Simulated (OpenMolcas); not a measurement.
**SiH4O4 (orthosilicic acid): levels of theory compared**

We compute a comparison of 6 runs (B2PLYP/def2-SVP, B3LYP/def2-SVP, BHLYP/def2-SVP, TPSS/def2-SVP, r2SCAN/def2-SVP, revPBE/def2-SVP) of SiH4O4 (orthosilicic acid). 

Program for the calculation: OpenMolcas 26.06.

## Step 1: The molecule

SiH4O4: 9 atoms, total charge 0, spin state singlet. SMILES: `O[Si](O)(O)O`. The shape is that of a PBE0-D4/def2-TZVP optimisation. This is one conformer, not always the lowest.

Bond lengths: O1–Si2 1.631 Å, Si2–O3 1.631 Å, Si2–O4 1.631 Å, Si2–O5 1.631 Å, O1–H6 0.958 Å, O3–H7 0.958 Å, O4–H8 0.958 Å, O5–H9 0.958 Å. Angles: O1–Si2–O3 106.4°, O1–Si2–O4 115.8°, O1–Si2–O5 106.4°, O3–Si2–O4 106.4°, O3–Si2–O5 115.8°, O4–Si2–O5 106.4°, Si2–O1–H6 116.6°, Si2–O3–H7 116.6°, Si2–O4–H8 116.6°, Si2–O5–H9 116.6°.

## Step 2: The energy at B2PLYP/def2-SVP (run 1)

The input, struct.xyz:

```xyz
9

O     -0.969050     0.776350    -1.057560
Si     0.000010     0.000030    -0.000040
O      1.527610     0.433680    -0.372150
O     -0.043140    -1.629280    -0.059900
O     -0.515400     0.419370     1.489460
H     -0.639460     0.869750    -1.952330
H      2.226280    -0.135170    -0.046190
H     -0.768040    -2.056130     0.398680
H     -0.818790     1.321420     1.600040
```

The input, mol.input:

```
&GATEWAY
 BasLib=$CurrDir
 Coord=struct.xyz
 Basis=def2-SVP
 Group=NoSym

&SEWARD
 GridInput
 Grid=UltraFine
 End of Grid

&SCF
 KSDFT=B2PLYP_SCF
 Thresholds=1e-10 1e-07 1e-07 1e-05
 PrOrbitals=1 2

&MBPT2
 Frozen=9
```

The basis set def2-SVP is read from a file made from the Basis Set Exchange's data (not shown).

Started as:

```console
export MOLCAS_MEM=1860
pymolcas mol.input > mol.log
```

What it wrote:

```text
--- Start Module: gateway ---
[...]
--- Stop Module: gateway /rc=_RC_ALL_IS_WELL_ ---
[...]
      Basis functions           94
[...]
--- Start Module: scf ---
[...]
       Convergence after  12 Iterations
[...]
::    Total KS-DFT energy                            -592.0078520688
[...]
      Total spin, S                                     0.0000000000
[...]
      Total electronic charge=   50.000000
      Total            charge=   -0.000000
[...]
      Dipole Moment (debye):
      Origin of the operator (angstrom)=    0.0000    0.0000   -0.0000
                   X= -2.1623E-05               Y= -3.8130E-04               Z=  5.6439E-04           Total=  6.8146E-04
      Quadrupole Moment (debye*angstrom):
[...]
--- Stop Module: scf /rc=_RC_ALL_IS_WELL_ ---
[...]
--- Start Module: mbpt2 ---
[...]
 ###    WARNING: MP2 implementation intended for RHF references only         ###
 ###############################################################################
MBPT2 WARNING: Reference function according to RunFile:KS-DFT
I'll assume you know what you're doing and continue
WARNING!
Default frozen orbitals as non valence orbitals is overwritten by user input.
Default values:   6
[...]
       Reference weight ( Cref**2 )         =        0.75398
::    Total MBPT2 energy                             -593.0106820424
[...]
      Total MBPT2 calculations                           0.32      0.36
--- Stop Module: mbpt2 /rc=_RC_ALL_IS_WELL_ ---
[...]
```

Run time: 20 s. Hardware: 1 thread of Intel Xeon 6975P-C (Granite Rapids), shared host; peak memory 0.52 GiB.

## Step 3: Energy and gradient at B3LYP/def2-SVP (run 2)

The input, input.xyz:

```xyz
9

O     -0.969050     0.776350    -1.057560
Si     0.000010     0.000030    -0.000040
O      1.527610     0.433680    -0.372150
O     -0.043140    -1.629280    -0.059900
O     -0.515400     0.419370     1.489460
H     -0.639460     0.869750    -1.952330
H      2.226280    -0.135170    -0.046190
H     -0.768040    -2.056130     0.398680
H     -0.818790     1.321420     1.600040
```

The input, calc.inp:

```
* H4O4Si Kohn-Sham DFT
&GATEWAY
BASLIB
$CurrDir
COORD
input.xyz
BASIS
def2-SVP
GROUP
NoSym
&SEWARD
GRIDINPUT
Grid=UltraFine
End of Grid
&SCF
KSDFT
B3LYP
THRESHOLDS
1e-10 1e-07 1e-07 1e-05
PRORBITALS
1 1
&ALASKA
```

The basis set def2-SVP is read from a file made from the Basis Set Exchange's data (not shown).

Started as:

```console
export MOLCAS_MEM=1860
pymolcas calc.inp > calc.log
```

What it wrote:

```text
--- Start Module: gateway ---
[...]
--- Stop Module: gateway /rc=_RC_ALL_IS_WELL_ ---
[...]
      Basis functions           94
[...]
--- Start Module: scf ---
[...]
       Convergence after  12 Iterations
[...]
::    Total KS-DFT energy                            -592.6749085169
[...]
      Total spin, S                                     0.0000000000
[...]
      Total electronic charge=   50.000000
      Total            charge=   -0.000000
[...]
      Dipole Moment (debye):
      Origin of the operator (angstrom)=    0.0000    0.0000   -0.0000
                   X= -2.1166E-05               Y= -3.6010E-04               Z=  5.3611E-04           Total=  6.4616E-04
      Quadrupole Moment (debye*angstrom):
[...]
--- Stop Module: scf /rc=_RC_ALL_IS_WELL_ ---
[...]
--- Start Module: alaska ---
[...]
 *              Molecular gradients               *
 **************************************************
  Irreducible representation: a
 ------------------------------------------------------------------------------------------
                              X                       Y                       Z
 ------------------------------------------------------------------------------------------
  O1                1.08573765162880E-02   -6.40167309114936E-03    4.57654695729026E-03
  SI2               4.11178944391234E-06   -1.94652934780358E-06    3.62881039559174E-07
  O3               -9.98420664097921E-03   -7.35142953188195E-03    5.12311602225779E-03
  O4               -3.67237196788128E-03    1.24589766393974E-02    3.34589715169908E-03
  O5                2.79380140138841E-03    1.30217981885128E-03   -1.30506580024274E-02
  H6               -1.80357783077589E-03   -8.90486652574074E-04    5.69278041086108E-03
  H7               -4.64621346057292E-03    3.41236253418797E-03   -1.77127465371418E-03
  H8                4.34705061846685E-03    3.03471886340478E-03   -2.87884763263513E-03
[...]
--- Stop Module: alaska /rc=_RC_ALL_IS_WELL_ ---
[...]
```

Wall time 31 s (1 thread of Intel Xeon 6975P-C (Granite Rapids), shared host); peak memory 0.51 GiB.

Runs 3 to 4 aren't shown in full; the table further down has their settings and results.

## Step 4: Energy and gradient at r2SCAN/def2-SVP (run 5)

The input, mol.input:

```
>>> EXPORT MOLCAS_PRINT=2

&GATEWAY
  BasLib=$CurrDir
  Coord
  9
  angstrom
  O       -0.969050       0.776350      -1.057560
  Si       0.000010       0.000030      -0.000040
  O        1.527610       0.433680      -0.372150
  O       -0.043140      -1.629280      -0.059900
  O       -0.515400       0.419370       1.489460
  H       -0.639460       0.869750      -1.952330
  H        2.226280      -0.135170      -0.046190
  H       -0.768040      -2.056130       0.398680
  H       -0.818790       1.321420       1.600040
  Basis=def2-SVP
  Group=NoSym

&SEWARD
  GridInput
  Grid=UltraFine
  End of Grid

&SCF
  KSDFT=2
  1.0 MGGA_X_R2SCAN
  1.0 MGGA_C_R2SCAN
  Thresholds=1e-10 1e-07 1e-07 1e-05
  PrOrbitals=1 1

&ALASKA
```

The basis set def2-SVP is read from a file made from the Basis Set Exchange's data (not shown).

Started as:

```console
export MOLCAS_MEM=1860
pymolcas mol.input > mol.log
```

What it wrote:

```text
--- Start Module: gateway ---
[...]
--- Stop Module: gateway /rc=_RC_ALL_IS_WELL_ ---
[...]
      Basis functions           94
[...]
--- Start Module: scf ---
[...]
       Convergence after  12 Iterations
[...]
::    Total KS-DFT energy                            -592.4900112144
[...]
      Total spin, S                                     0.0000000000
[...]
      Total electronic charge=   50.000000
      Total            charge=   -0.000000
[...]
      Dipole Moment (debye):
      Origin of the operator (angstrom)=    0.0000    0.0000   -0.0000
                   X= -1.9781E-05               Y= -3.6323E-04               Z=  5.3744E-04           Total=  6.4897E-04
      Quadrupole Moment (debye*angstrom):
[...]
--- Stop Module: scf /rc=_RC_ALL_IS_WELL_ ---
[...]
--- Start Module: alaska ---
[...]
 *              Molecular gradients               *
 **************************************************
  Irreducible representation: a
 ------------------------------------------------------------------------------------------
                              X                       Y                       Z
 ------------------------------------------------------------------------------------------
  O1                9.94177046776201E-03   -6.08782106394479E-03    3.36362604127594E-03
  SI2               4.19331538443266E-06   -1.73934349735684E-06    5.69327040604166E-08
  O3               -8.50510735176258E-03   -6.89705735083024E-03    5.23923786402314E-03
  O4               -4.11586331133940E-03    1.10000213966579E-02    3.05859144121801E-03
  O5                2.67366400667157E-03    1.99297036457521E-03   -1.16662175606130E-02
  H6               -2.07520658900817E-03   -5.62241090611648E-04    5.13649980449671E-03
  H7               -3.95261544544301E-03    3.43773227641053E-03   -1.86736244467500E-03
  H8                4.20296276709475E-03    2.35588136208831E-03   -2.78146341066288E-03
[...]
--- Stop Module: alaska /rc=_RC_ALL_IS_WELL_ ---
[...]
```

Wall time 30 s (1 thread of Intel Xeon 6975P-C (Granite Rapids), shared host); peak memory 0.52 GiB.

## Step 5: Energy and forces at revPBE/def2-SVP (run 6)

The input, test.inp:

```
* H4O4Si Kohn-Sham DFT

&gateway
  baslib = $CurrDir
  coord
  9
  angstrom
  O       -0.969050       0.776350      -1.057560
  Si       0.000010       0.000030      -0.000040
  O        1.527610       0.433680      -0.372150
  O       -0.043140      -1.629280      -0.059900
  O       -0.515400       0.419370       1.489460
  H       -0.639460       0.869750      -1.952330
  H        2.226280      -0.135170      -0.046190
  H       -0.768040      -2.056130       0.398680
  H       -0.818790       1.321420       1.600040
  basis = def2-SVP
  group = NoSym

&seward
  gridinput
  Grid=UltraFine
  End of Grid

&scf
  ksdft = revPBE
  thresholds = 1e-10 1e-07 1e-07 1e-05
  prorbitals = 1

&alaska
```

The basis set def2-SVP is read from a file made from the Basis Set Exchange's data (not shown).

Started as:

```console
export MOLCAS_MEM=1860
pymolcas test.inp > test.log
```

What it wrote:

```text
--- Start Module: gateway ---
[...]
--- Stop Module: gateway /rc=_RC_ALL_IS_WELL_ ---
[...]
      Basis functions           94
[...]
--- Start Module: scf ---
[...]
       Convergence after  12 Iterations
[...]
::    Total KS-DFT energy                            -592.4851734194
[...]
      Total spin, S                                     0.0000000000
[...]
      Total electronic charge=   50.000000
      Total            charge=   -0.000000
[...]
      Dipole Moment (debye):
      Origin of the operator (angstrom)=    0.0000    0.0000   -0.0000
                   X= -1.9670E-05               Y= -3.4180E-04               Z=  5.0939E-04           Total=  6.1376E-04
      Quadrupole Moment (debye*angstrom):
[...]
--- Stop Module: scf /rc=_RC_ALL_IS_WELL_ ---
[...]
--- Start Module: alaska ---
[...]
 *              Molecular gradients               *
 **************************************************
  Irreducible representation: a
 ------------------------------------------------------------------------------------------
                              X                       Y                       Z
 ------------------------------------------------------------------------------------------
  O1                2.13047476270134E-02   -1.21441941142812E-02    5.27829903231236E-03
  SI2               4.13675413647336E-06   -1.44095205558373E-06   -3.32449312201468E-07
  O3               -1.62135133245229E-02   -1.55186430807301E-02    1.12162472827642E-02
  O4               -9.75785125152395E-03    2.18748511340934E-02    7.46130002168233E-03
  O5                4.66099423361310E-03    5.79352021029078E-03   -2.39572950104829E-02
  H6               -4.87080294181808E-03   -1.17049105224365E-03    1.23898451707651E-02
  H7               -9.52080165926716E-03    8.12850153836342E-03   -4.65826202640107E-03
  H8                1.02040239484706E-02    5.66819416490727E-03   -6.49780327126726E-03
[...]
--- Stop Module: alaska /rc=_RC_ALL_IS_WELL_ ---
[...]
```

Wall time 24 s (1 thread of Intel Xeon 6975P-C (Granite Rapids), shared host); peak memory 0.52 GiB.

## Step 6: The series

```csv
run,level,task,frozen core orbitals,energy (Eh),dipole moment (D),HOMO energy (eV),LUMO energy (eV),wall time
1,B2PLYP/def2-SVP,energy,9,-592.278616,0.00,-10.53,2.18,20 s
2,B3LYP/def2-SVP,gradient,–,-592.674909,0.00,-8.41,0.74,31 s
3,BHLYP/def2-SVP,gradient,–,-592.517237,0.00,-10.55,1.86,27 s
4,TPSS/def2-SVP,gradient,–,-592.696140,0.00,-7.02,0.44,31 s
5,r2SCAN/def2-SVP,gradient,–,-592.490011,0.00,-7.40,0.95,30 s
6,revPBE/def2-SVP,gradient,–,-592.485173,0.00,-6.83,0.27,24 s
```

## Step 7: Summary of results

```
                       quantity          value
            run 6: total energy  -592.48517 Eh
           run 6: dipole moment         0.00 D
             run 6: HOMO energy       -6.83 eV
             run 6: LUMO energy        0.27 eV
           run 6: HOMO–LUMO gap        7.10 eV
run 6: largest force on an atom     1.290 eV/Å
```

What this shows: The HOMO–LUMO gap runs from 7.10 eV (revPBE/def2-SVP) to 12.72 eV (B2PLYP/def2-SVP). A double hybrid's value is that of its SCF part. For B2PLYP the log adds the whole second-order term; the table takes 0.27 of it, as the functional is defined. Totals of different functionals can't be ranked against each other. All runs together took 2.7 min, the longest 31 s.
